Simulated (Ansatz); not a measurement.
# C₄H₁₂Cl₂In₂S₂: how energies converge with the basis set

The task here is to estimate one member of a computed series from the others.

Method: one geometry, several basis sets; program: Ansatz 0.2.0, Gaussian basis.

The runs, in order: PBE0-D4/def2-SVP; ωB97M-V/def2-SVP; PBE0-D4/def2-QZVPP; ωB97M-V/def2-QZVPP; the functionals' def2-TZVPP values are taken from earlier runs.

## Structure used throughout

An earlier PBE0-D4 in a triple-zeta def2 set relaxation fixed the geometry. In takes the def2 core potential; no spin-orbit term is included.

22 atoms, charge 0, spin multiplicity 1.

Atoms are counted from 1 here; the program's logs count them from 0.

Bond lengths: C1–C2 1.520 Å, C1–H11 1.094 Å, C1–H12 1.094 Å, C1–H13 1.094 Å, C2–In3 2.152 Å, C2–H14 1.092 Å, C2–H15 1.092 Å, In3–Cl4 2.335 Å, In3–S5 2.590 Å, In3–S10 2.590 Å, S5–In6 2.590 Å, S5–H16 1.345 Å, In6–Cl7 2.335 Å, In6–C8 2.152 Å, In6–S10 2.590 Å, C8–C9 1.520 Å, C8–H17 1.092 Å, C8–H18 1.092 Å and more. Angles: C2–C1–H11 112.2°, C2–C1–H12 111.3°, C2–C1–H13 112.1°, H11–C1–H12 106.8°, H11–C1–H13 107.3°, H12–C1–H13 106.8°, C1–C2–In3 113.4°, C1–C2–H14 111.4°, C1–C2–H15 111.4°, In3–C2–H14 106.6°, In3–C2–H15 106.6°, H14–C2–H15 107.0°, C2–In3–Cl4 128.4°, C2–In3–S5 111.7°, C2–In3–S10 111.8°, Cl4–In3–S5 103.1°, Cl4–In3–S10 103.1°, S5–In3–S10 92.5° and more.

Set-up of the first run:

The input, in.yaml:

```yaml
crystal:
  periodic: [false, false, false]
  atoms:
    - {symbol: C, position_ang: [2.333819, -1.021584, -0.399252]}
    - {symbol: C, position_ang: [2.274705, -0.533854, -1.837621]}
    - {symbol: In, position_ang: [0.462282, 0.527785, -2.306342]}
    - {symbol: Cl, position_ang: [-0.161589, 1.508852, -4.331155]}
    - {symbol: S, position_ang: [-1.642238, -0.824298, -1.633794]}
    - {symbol: In, position_ang: [-2.171799, 1.058694, 0.063891]}
    - {symbol: Cl, position_ang: [-3.876762, 2.257845, -0.988156]}
    - {symbol: C, position_ang: [-2.092960, 0.348956, 2.094097]}
    - {symbol: C, position_ang: [-0.815614, -0.407637, 2.420046]}
    - {symbol: S, position_ang: [-0.039850, 2.385072, -0.572456]}
    - {symbol: H, position_ang: [1.516656, -1.708833, -0.162794]}
    - {symbol: H, position_ang: [3.266776, -1.557800, -0.199342]}
    - {symbol: H, position_ang: [2.282550, -0.197444, 0.317758]}
    - {symbol: H, position_ang: [3.100962, 0.143783, -2.063231]}
    - {symbol: H, position_ang: [2.340431, -1.364728, -2.543445]}
    - {symbol: H, position_ang: [-0.984569, -1.578449, -0.734417]}
    - {symbol: H, position_ang: [-2.975731, -0.277233, 2.240420]}
    - {symbol: H, position_ang: [-2.212194, 1.224990, 2.735339]}
    - {symbol: H, position_ang: [0.075875, 0.211742, 2.287466]}
    - {symbol: H, position_ang: [-0.690630, -1.294823, 1.792960]}
    - {symbol: H, position_ang: [-0.811216, -0.751068, 3.459245]}
    - {symbol: H, position_ang: [0.711900, 1.819832, 0.389583]}
basis:
  gaussian: {orbitals: def2-SVP}
hamiltonian: {xc: pbe0, dispersion: d4}
output: {orbitals: {seedname: orbitals}}
```

Command:

```console
ansatz run in.yaml --threads 11 --pin off --events-out ev --progress --plain --max-ram 174080MiB --backend cpu
```

Steps of the session up to this table: PBE0-D4 in def2-SVP; ωB97M-V in def2-SVP; PBE0-D4 in def2-QZVPP; ωB97M-V in def2-QZVPP.

One of the session's tables, all rows but one given; the rest of the session is left out.

It belongs to the step «Functionals by basis». 

```
functional       basis  HOMO (eV)
   PBE0-D4    def2-SVP      -7.54
   PBE0-D4  def2-TZVPP      -7.57
   PBE0-D4  def2-QZVPP      -7.58
   ωB97M-V    def2-SVP      -9.58
   ωB97M-V  def2-TZVPP      -9.64
   ωB97M-V  def2-QZVPP          ?
```

**Question.** Estimate the row for ωB97M-V, def2-QZVPP.

As computed: HOMO (eV): -9.65. In the column «HOMO (eV)» it is the lowest.
